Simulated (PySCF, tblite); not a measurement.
**C₃H₉F₃Si₃: geometry, infrared bands and NMR shifts**

What infrared bands and NMR shifts should C₃H₉F₃Si₃ (`C=C[Si@H](C[SiH3])[Si](F)(F)F`) show?

The runs use tblite 0.8.0 and PySCF 2.14.0, with density-fitted response routines of our own; the level of theory stands in each step. All values are computed, except where a source is named. Atoms count from 0, in the outputs and in this text.

## 1. Starting geometry

18 atoms, charge 0, multiplicity 1; geometry from: force field or distance geometry start.

Bonds of the start (Å): C0–C1 1.33, C1–Si2 1.81, Si2–C3 1.87, C3–Si4 1.86, Si2–Si5 2.24, Si5–F6 1.69, Si5–F7 1.68, Si5–F8 1.70, C0–H9 1.08, C0–H10 1.07, C1–H11 1.11, Si2–H12 1.50, C3–H13 1.11, C3–H14 1.13, Si4–H15 1.46, Si4–H16 1.48, Si4–H17 1.48.

## 2. Relaxing the molecule with GFN2-xTB

Job settings and geometry (Å):

```
{"job": {"kind": "relax", "xc": "GFN2-xTB", "basis": "xTB"}, "charge": 0, "multiplicity": 1}
C      2.858700    -0.227400    -0.830600
C      2.150500    -0.199100     0.297600
Si     0.355900     0.006200     0.382300
C     -0.574800    -1.350200    -0.503800
Si    -2.393100    -0.938200    -0.495100
Si    -0.350900     2.031100    -0.261200
F      0.961100     3.073200    -0.499600
F     -1.359700     2.703400     0.904800
F     -1.188300     1.925900    -1.734600
H      2.337200    -0.112400    -1.773400
H      3.922000    -0.356200    -0.819200
H      2.679900    -0.323100     1.268900
H     -0.080800    -0.105800     1.814500
H     -0.220800    -1.450000    -1.548100
H     -0.445300    -2.310900     0.080900
H     -3.214100    -1.951000     0.168000
H     -2.882900    -0.788900    -1.887100
H     -2.563300     0.380000     0.159200
```

The run is started by

```bash
> OMP_NUM_THREADS=1 python probes_run.py task.json out
```

The driver reads the jobs from task.json and runs them one after another.

The log of the run:

```text
step      E/eV     max force
  0    -829.88951    2.403
  1    -830.25783    1.722
  2    -830.43111    1.456
  3    -830.50061    1.246
  4    -830.57908    0.692
  5    -830.62064    0.832
  6    -830.65926    0.543
  7    -830.68225    0.375
  8    -830.69601    0.322
  9    -830.70907    0.399
 10    -830.71817    0.365
 11    -830.72494    0.208
 12    -830.73007    0.170
 13    -830.73434    0.173
 14    -830.73840    0.216
 15    -830.74224    0.153
 16    -830.74547    0.129
 17    -830.74898    0.139
 18    -830.75347    0.221
 19    -830.75808    0.232
 20    -830.76171    0.148
 21    -830.76420    0.116
 22    -830.76620    0.142
 23    -830.76849    0.166
 24    -830.77044    0.106
 25    -830.77154    0.069
 26    -830.77227    0.071
 27    -830.77299    0.085
 28    -830.77370    0.077
 29    -830.77435    0.063
 30    -830.77494    0.065
 31    -830.77557    0.063
 32    -830.77623    0.068
 33    -830.77679    0.059
 34    -830.77721    0.062
 35    -830.77760    0.048
 36    -830.77802    0.058
 37    -830.77846    0.052
 38    -830.77894    0.071
 39    -830.77952    0.071
 40    -830.78030    0.083
 41    -830.78119    0.075
 42    -830.78195    0.062
 43    -830.78256    0.057
 44    -830.78321    0.087
 45    -830.78410    0.118
 46    -830.78501    0.104
 47    -830.78554    0.049
 48    -830.78573    0.035
 49    -830.78583    0.031
 50    -830.78597    0.039
 51    -830.78616    0.048
 52    -830.78635    0.037
 53    -830.78646    0.018
 54    -830.78652    0.018
 55    -830.78658    0.020
 56    -830.78666    0.030
 57    -830.78676    0.029
 58    -830.78685    0.025
 59    -830.78692    0.023
 60    -830.78697    0.021
 61    -830.78702    0.021
 62    -830.78711    0.024
 63    -830.78722    0.027
 64    -830.78734    0.027
 65    -830.78746    0.028
 66    -830.78762    0.032
 67    -830.78787    0.040
 68    -830.78822    0.050
 69    -830.78861    0.062
 70    -830.78895    0.051
 71    -830.78920    0.039
 72    -830.78946    0.040
 73    -830.78985    0.049
 74    -830.79035    0.052
 75    -830.79091    0.066
 76    -830.79158    0.075
 77    -830.79161    0.194
 78    -830.79316    0.064
 79    -830.79444    0.074
 80    -830.79657    0.281
 81    -830.79919    0.081
 82    -830.80201    0.075
 83    -830.80039    0.329
 84    -830.80517    0.086
 85    -830.80645    0.081
 86    -830.80447    0.461
 87    -830.80912    0.098
 88    -830.81007    0.086
 89    -830.81196    0.177
 90    -830.81301    0.111
 91    -830.81371    0.050
 92    -830.81439    0.070
 93    -830.81489    0.075
 94    -830.81551    0.118
 95    -830.81617    0.125
 96    -830.81680    0.094
 97    -830.81755    0.064
 98    -830.81837    0.049
 99    -830.81895    0.083
100    -830.81950    0.113
101    -830.81991    0.083
102    -830.82055    0.060
103    -830.82093    0.044
104    -830.82127    0.066
105    -830.82175    0.048
106    -830.82262    0.065
107    -830.82391    0.101
108    -830.82515    0.112
109    -830.82597    0.163
110    -830.82719    0.132
111    -830.82774    0.041
112    -830.82821    0.073
113    -830.82881    0.075
114    -830.83009    0.064
115    -830.83117    0.088
116    -830.83187    0.082
117    -830.83112    0.210
118    -830.83265    0.099
119    -830.83304    0.042
120    -830.83353    0.039
121    -830.83407    0.044
122    -830.83431    0.037
123    -830.83482    0.055
124    -830.83522    0.063
125    -830.83561    0.049
126    -830.83590    0.033
127    -830.83616    0.024
128    -830.83635    0.037
129    -830.83653    0.040
130    -830.83672    0.034
131    -830.83705    0.035
132    -830.83729    0.045
133    -830.83780    0.065
134    -830.83837    0.062
135    -830.83900    0.057
136    -830.83954    0.057
137    -830.84006    0.051
138    -830.84073    0.085
139    -830.84188    0.115
140    -830.84299    0.145
141    -830.84483    0.166
142    -830.84690    0.128
143    -830.84919    0.098
144    -830.84919    0.113
145    -830.85066    0.073
146    -830.85137    0.060
147    -830.85222    0.066
148    -830.85358    0.098
149    -830.85472    0.113
150    -830.85654    0.113
151    -830.85840    0.164
152    -830.86006    0.127
153    -830.86091    0.096
154    -830.86155    0.052
155    -830.86174    0.034
156    -830.86206    0.037
157    -830.86234    0.048
158    -830.86268    0.044
159    -830.86297    0.036
160    -830.86324    0.028
161    -830.86343    0.029
162    -830.86357    0.025
163    -830.86367    0.022
164    -830.86374    0.024
165    -830.86383    0.025
166    -830.86392    0.025
167    -830.86400    0.025
168    -830.86405    0.019
169    -830.86411    0.018
170    -830.86419    0.021
171    -830.86431    0.022
172    -830.86447    0.028
173    -830.86467    0.029
174    -830.86488    0.031
175    -830.86508    0.035
176    -830.86528    0.034
177    -830.86545    0.029
178    -830.86559    0.037
179    -830.86574    0.035
180    -830.86594    0.033
181    -830.86616    0.025
182    -830.86637    0.030
183    -830.86654    0.033
184    -830.86668    0.029
185    -830.86682    0.039
186    -830.86698    0.028
187    -830.86709    0.029
188    -830.86718    0.019
189    -830.86724    0.017
190    -830.86739    0.021
191    -830.86747    0.025
192    -830.86756    0.021
193    -830.86762    0.020
194    -830.86771    0.019
195    -830.86783    0.027
196    -830.86798    0.033
197    -830.86814    0.028
198    -830.86826    0.028
199    -830.86836    0.022
200    -830.86842    0.020
201    -830.86849    0.017
202    -830.86855    0.021
203    -830.86860    0.023
204    -830.86867    0.021
205    -830.86873    0.018
206    -830.86878    0.013
207    -830.86881    0.011
208    -830.86883    0.009
```

Wall time 6.5 s (1 thread of Intel Xeon at 2.50GHz, shared host); peak memory 0.18 GiB.

The steps of the relaxation: (not every step is listed)

```csv
step,energy from step 0 (eV),largest force (eV/Å)
0,0.0000,2.4028
1,-0.3683,1.7222
2,-0.5416,1.4555
3,-0.6111,1.2459
4,-0.6896,0.6924
5,-0.7311,0.8317
6,-0.7698,0.5431
7,-0.7927,0.3752
8,-0.8065,0.3220
27,-0.8835,0.0847
46,-0.8955,0.1036
65,-0.8980,0.0285
84,-0.9157,0.0858
103,-0.9314,0.0437
122,-0.9448,0.0371
141,-0.9553,0.1656
160,-0.9737,0.0277
179,-0.9762,0.0348
198,-0.9787,0.0284
203,-0.9791,0.0231
204,-0.9792,0.0211
205,-0.9792,0.0179
206,-0.9793,0.0128
207,-0.9793,0.0108
208,-0.9793,0.0095
```

Close pairs (by a distance rule), those that changed most:

```csv
bond,before (Å),after (Å),change (Å)
Si5–F8,1.698,1.596,-0.102
Si5–F6,1.692,1.596,-0.097
Si5–F7,1.682,1.594,-0.088
C1–Si2,1.808,1.889,+0.081
C3–Si4,1.864,1.907,+0.043
C3–H14,1.132,1.090,-0.042
Si2–Si5,2.239,2.281,+0.041
Si2–C3,1.868,1.905,+0.037
```

The final coordinates are the input of the step that follows.

## 3. Harmonic vibrations with GFN2-xTB

Job settings and geometry (Å):

```
{"job": {"kind": "ir", "xc": "GFN2-xTB", "basis": "xTB"}, "charge": 0, "multiplicity": 1}
C      3.032031     0.182287    -0.546903
C      2.125188    -0.539427     0.096006
Si     0.312179    -0.070537     0.346110
C     -0.792107    -1.290083    -0.614228
Si    -2.668705    -1.115880    -0.321975
Si    -0.091992     2.059751    -0.360617
F      1.063808     3.147102    -0.194059
F     -1.310888     2.790585     0.361375
F     -0.472640     2.260295    -1.897665
H      2.799032     1.144080    -0.976048
H      4.052416    -0.146064    -0.673210
H      2.431218    -1.496381     0.502940
H      0.020131    -0.181826     1.791269
H     -0.598012    -1.181612    -1.683181
H     -0.492698    -2.306938    -0.359176
H     -2.960731    -1.410244     1.083165
H     -3.367649    -2.083513    -1.174237
H     -3.089339     0.244723    -0.655982
```

The log of the run:

```text
mode    cm-1     km/mol
  1      13.1      0.05
  2      38.2      0.22
  3      46.4      0.61
  4      77.6      1.61
  5      87.0      2.07
  6     103.7      1.40
  7     117.5      0.16
  8     120.2      0.18
  9     175.5      4.98
 10     191.3      0.92
 11     234.1     15.59
 12     236.1     16.86
 13     258.3     99.15
 14     355.6     24.76
 15     460.2      7.96
 16     469.8     17.11
 17     492.7     18.50
 18     519.6     40.13
 19     617.5     89.01
 20     638.7     60.19
 21     683.4     77.85
 22     710.8    114.29
 23     726.6    217.01
 24     777.6    188.15
 25     787.9    425.97
 26     788.4    354.85
 27     809.0     25.53
 28     859.5    124.70
 29     874.0    237.43
 30     878.9    240.45
 31     925.9     19.72
 32    1002.0      6.78
 33    1013.7      3.15
 34    1025.9     17.21
 35    1126.7    107.06
 36    1270.1      0.83
 37    1420.8      4.75
 38    1447.2      0.73
 39    1660.6     15.07
 40    2140.0    272.10
 41    2239.6    376.17
 42    2253.8    291.99
 43    2272.8    275.99
 44    2960.3     25.48
 45    2980.2     17.22
 46    3024.9     35.80
 47    3078.9     28.23
 48    3100.2     39.46
```

Run time: 3.3 s. Hardware: 1 thread of Intel Xeon at 2.50GHz, shared host; peak memory 0.18 GiB.

The strongest bands and the atoms that carry them (share of the mass-weighted mode):

```csv
cm⁻¹,km/mol,atoms
788,426.0,"H16 30 %, H17 27 %, H15 16 %, Si4 14 %"
788,354.9,"H16 46 %, H15 34 %"
874,237.4,"Si5 45 %, F6 30 %, F8 23 %"
879,240.4,"Si5 46 %, F7 38 %"
2140,272.1,H12 96 %
2240,376.2,H16 94 %
2254,292.0,H15 94 %
2273,276.0,H17 97 %
```

## 4. Shielding tensors: PBE0/pcSseg-1

Same as in step 3 but for these lines:

```diff
@@ -1,2 +1,2 @@
-{"job": {"kind": "ir", "xc": "GFN2-xTB", "basis": "xTB"}, "charge": 0, "multiplicity": 1}
+{"job": {"kind": "nmr", "xc": "PBE0", "basis": "pcSseg-1"}, "charge": 0, "multiplicity": 1}
 C      3.032031     0.182287    -0.546903
```

With the program's defaults for keys left out, this is: GIAO PBE0/pcSseg-1 NMR shielding, non-relativistic, gas phase.

The log of the run:

```text
coarse grid: 16968 points
cycle   1  E = -1286.8262060435  dE =  6.826e-01  |g| = 9.438e-01  |ddm| = 3.899e+00
cycle   2  E = -1286.6700216103  dE =  1.562e-01  |g| = 1.392e+00  |ddm| = 1.555e+00
cycle   3  E = -1286.9824354825  dE = -3.124e-01  |g| = 6.446e-02  |ddm| = 9.451e-01
cycle   4  E = -1286.9831058813  dE = -6.704e-04  |g| = 3.275e-02  |ddm| = 8.007e-02
cycle   5  E = -1286.9833571407  dE = -2.513e-04  |g| = 6.143e-03  |ddm| = 3.150e-02
cycle   6  E = -1286.9833669144  dE = -9.774e-06  |g| = 2.172e-03  |ddm| = 9.075e-03
final grid: 152568 points
cycle   7  E = -1287.0512125864  dE = -3.682e-05  |g| = 7.283e-03  |ddm| = 2.134e-02
cycle   8  E = -1287.0512006223  dE =  1.196e-05  |g| = 9.804e-03  |ddm| = 1.463e-02
cycle   9  E = -1287.0512260978  dE = -2.548e-05  |g| = 1.223e-03  |ddm| = 8.916e-03
cycle  10  E = -1287.0512264510  dE = -3.533e-07  |g| = 3.339e-04  |ddm| = 1.121e-03
cycle  11  E = -1287.0512264783  dE = -2.725e-08  |g| = 8.381e-05  |ddm| = 3.134e-04
cycle  12  E = -1287.0512264800  dE = -1.701e-09  |g| = 2.534e-05  |ddm| = 9.413e-05
cycle  13  E = -1287.0512264801  dE = -1.626e-10  |g| = 4.083e-06  |ddm| = 2.750e-05
converged SCF energy = -1287.0512264801

GIAO shielding tensors (ppm)
atom      isotropic    diamagn.    paramagn.     s11        s22        s33       span
  0 C       40.722     254.560    -213.839    -82.528     43.767    160.925    243.453
  1 C       47.487     263.640    -216.153    -70.117     39.660    172.920    243.037
  2 Si     399.148     884.961    -485.814    360.247    400.455    436.741     76.494
  3 C      196.550     260.403     -63.853    194.722    196.708    198.219      3.497
  4 Si     423.151     879.939    -456.788    400.175    405.214    464.065     63.889
  5 Si     386.943     876.797    -489.853    354.141    356.943    449.746     95.605
  6 F      296.369     469.168    -172.798    234.342    268.486    386.280    151.937
  7 F      288.691     469.755    -181.064    223.767    262.503    379.803    156.036
  8 F      297.435     470.882    -173.447    230.863    274.711    386.733    155.870
  9 H       25.400      32.295      -6.895     22.239     24.110     29.850      7.612
 10 H       25.236      28.069      -2.833     22.502     24.348     28.858      6.357
 11 H       25.330      31.695      -6.365     23.501     24.445     28.046      4.545
 12 H       27.163      31.968      -4.805     24.384     25.403     31.702      7.319
 13 H       31.701      33.902      -2.200     26.982     29.527     38.594     11.612
 14 H       31.569      32.895      -1.325     25.695     29.405     39.609     13.914
 15 H       27.798      29.224      -1.426     24.430     25.918     33.045      8.616
 16 H       27.549      28.318      -0.769     23.856     25.023     33.768      9.912
 17 H       27.719      29.375      -1.657     23.341     27.956     31.858      8.517
```

Wall time 1.7 min (1 thread of Intel Xeon at 2.50GHz, shared host); peak memory 1.1 GiB.

The references, computed at this level on geometries of the same kind, shield at (ppm): ¹H TMS 31.72, ¹³C TMS 186.9, ²⁹Si TMS 349.2, ¹⁹F CFCl3 170.9. Their shielding less the atom's gives the shift. The references are single molecules in the gas phase, so shifts against H2O, NH3, PH3, H3PO4 or CFCl3 are not on the usual liquid scales and can be off by tens of ppm. Atoms listed in one row are averaged.

```csv
atoms,environment,σ (ppm),δ (ppm),δ scaled to CDCl3
C0,terminal =CH2 carbon,40.7,146.2,140.8
C1,alkene CH,47.5,139.4,134.2
C3,sp3 CH2 bonded to 2 Si,196.5,-9.6,-11.3
H10,hydrogen on a terminal =CH2 carbon,25.24,6.48,6.22
H11,hydrogen on an alkene CH,25.33,6.39,6.13
H9,hydrogen on a terminal =CH2 carbon,25.40,6.32,6.06
H12,"hydrogen on a silicon bonded to 2 C, Si",27.16,4.55,–
"H15, H16, H17",hydrogen on a silicon bonded to C,27.69,4.03,–
H14,hydrogen on an sp3 CH2 bonded to 2 Si,31.57,0.15,0.24
H13,hydrogen on an sp3 CH2 bonded to 2 Si,31.70,0.02,0.12
Si5,"silicon bonded to 3 F, Si",386.9,-37.8,–
Si2,"silicon bonded to 2 C, Si, H",399.1,-50.0,–
Si4,"silicon bonded to C, 3 H",423.2,-74.0,–
"F6, F7, F8",fluorine bonded to Si,294.2,-123.2,–
```

The scaled column applies a straight-line fit of computed shieldings to shifts measured in CDCl3, and one for carbons that bear F (root-mean-square error 0.16 ppm for H, 1.9 ppm for C).

The run also stored atomic charges by several schemes (e):

```csv
atoms,Mulliken,IAO,Hirshfeld,ESP fit
C0,-0.15,-0.27,-0.07,-0.32
C1,-0.49,-0.41,-0.14,-0.32
Si2,0.38,0.56,0.29,0.27
C3,-0.85,-0.81,-0.24,-0.49
Si4,0.49,0.60,0.32,0.38
Si5,1.28,1.53,0.49,0.86
"F6, F7, F8",-0.40,-0.52,-0.20,-0.30
```

Mayer bond orders: C0–C1 1.99, C1–Si2 0.90, Si2–C3 0.92, C3–Si4 0.91, Si2–Si5 0.92, Si5–F6 0.94, Si5–F7 0.95, Si5–F8 0.94.

## 5. Outcome

```
                                                                 quantity                                         value
                                strongest single infrared mode (GFN2-xTB)                          788 cm⁻¹, 426 km/mol
                                             zero-point energy (GFN2-xTB)                                 68.8 kcal/mol
                                   ¹³C shifts against TMS (PBE0/pcSseg-1)                        146.2, 139.4, -9.6 ppm
   ¹H shifts against TMS (PBE0/pcSseg-1, means over atoms taken as alike)  6.48, 6.39, 6.32, 4.55, 4.03, 0.15, 0.02 ppm
                                  ²⁹Si shifts against TMS (PBE0/pcSseg-1)                       -37.8, -50.0, -74.0 ppm
¹⁹F shifts against CFCl3 (PBE0/pcSseg-1, means over atoms taken as alike)                                    -123.2 ppm
```

Over 208 steps the energy fell by 0.979 eV; of the close pairs, Si5–F8 changed most, 1.698 to 1.596 Å. All 48 modes are real, so the xTB geometry is a minimum. Unscaled tight-binding wavenumbers are off by several per cent, some by more. Its intensities can rank the bands wrongly.
